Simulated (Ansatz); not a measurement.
**F2H2OSn: one species, many methods**

One table from this session's results is given with a row withheld; the runs are named, their logs left out.

Method: functionals in def2-TZVPP, the program's frozen cores in correlated methods; program: Ansatz 0.2.0, Gaussian basis.

Levels to be run: LDA (SPW92), PBE-D4, revPBE-D4, BLYP-D4, r2SCAN-D4, B97M-V, PBE0-D4, B3LYP-D4, r2SCANh-D4, r2SCAN0-D4, HSE06-D4, BHLYP-D4, CAM-B3LYP-D4, LC-ωPBE, ωB97X-V, ωB97M-V, B2PLYP, PBE-QIDH; CCSD(T)/def2-SVP; CCSD(T)/def2-TZVPP; MP2/def2-QZVPP; extrapolation to the limit; RPA on PBE.

**The geometry**

An earlier PBE0-D4 in a triple-zeta def2 set relaxation fixed the geometry. Sn takes the def2 core potential; no spin-orbit term is included.

SMILES `[OH][SnH]([F])[F]`, 6 atoms, charge 0, spin multiplicity 1.

Atoms are counted from 1 here; the program's logs count them from 0.

Bond lengths: O1–Sn2 1.929 Å, O1–H5 0.961 Å, Sn2–F3 1.903 Å, Sn2–F4 1.903 Å, Sn2–H6 1.682 Å. Angles: Sn2–O1–H5 113.7°, O1–Sn2–F3 107.5°, O1–Sn2–F4 107.5°, O1–Sn2–H6 114.0°, F3–Sn2–F4 102.4°, F3–Sn2–H6 112.3°, F4–Sn2–H6 112.3°.

Set-up of the first run:

Contents of in.yaml:

```yaml
crystal:
  periodic: [false, false, false]
  atoms:
    - {symbol: O, position_ang: [-0.221268, 1.145849, -1.007027]}
    - {symbol: Sn, position_ang: [0.083293, -0.083034, 0.448976]}
    - {symbol: F, position_ang: [1.584868, -1.157745, -0.013100]}
    - {symbol: F, position_ang: [-1.341258, -1.345510, 0.438604]}
    - {symbol: H, position_ang: [-0.331029, 0.715571, -1.859788]}
    - {symbol: H, position_ang: [0.267493, 0.660767, 1.946135]}
basis:
  gaussian: {orbitals: def2-TZVPP}
hamiltonian: {xc: lda}
output: {orbitals: {seedname: orbitals}}
```

Steps of the session up to this table: LDA; PBE-D4 (GGA); revPBE-D4 (GGA); BLYP-D4 (GGA); r2SCAN-D4 (meta-GGA); B97M-V (meta-GGA); PBE0-D4 (hybrid); B3LYP-D4 (hybrid); r2SCANh-D4 (hybrid); r2SCAN0-D4 (hybrid); HSE06-D4 (hybrid); BHLYP-D4 (hybrid); CAM-B3LYP-D4 (range-separated); LC-ωPBE-D4 (range-separated; the results give it without D4); ωB97X-V (range-separated); ωB97M-V (range-separated); B2PLYP (double hybrid); PBE-QIDH (double hybrid).

One of the session's tables, all rows but one given; the rest of the session is left out.

It belongs to the step «Frontier levels by functional». 

| functional | HOMO (eV) | LUMO (eV) | gap (eV) |
| --- | --- | --- | --- |
| LDA (SPW92) | -8.17 | -2.96 | 5.21 |
| PBE-D4 | -7.94 | -2.65 | 5.29 |
| revPBE-D4 | -7.86 | -2.53 | 5.32 |
| BLYP-D4 | -7.85 | -2.67 | 5.19 |
| r2SCAN-D4 | -8.35 | -2.36 | 6.00 |
| B97M-V | -8.44 | -2.44 | 6.00 |
| PBE0-D4 | ? | ? | ? |
| B3LYP-D4 | -9.45 | -2.04 | 7.41 |
| r2SCANh-D4 | -9.02 | -2.00 | 7.02 |
| r2SCAN0-D4 | -10.04 | -1.47 | 8.57 |
| HSE06-D4 | -9.32 | -2.03 | 7.29 |
| BHLYP-D4 | -11.49 | -0.73 | 10.76 |
| CAM-B3LYP-D4 | -11.28 | -0.69 | 10.60 |
| LC-ωPBE | -12.67 | 0.70 | 13.37 |
| ωB97X-V | -12.31 | 0.54 | 12.85 |
| ωB97M-V | -12.24 | 0.34 | 12.59 |

**Question.** Estimate the row for PBE0-D4.

**Answer.** HOMO (eV): -9.74; LUMO (eV): -1.66; gap (eV): 8.08. In the column «HOMO (eV)» it lies between r2SCAN0-D4 (-10.04) and B3LYP-D4 (-9.45).
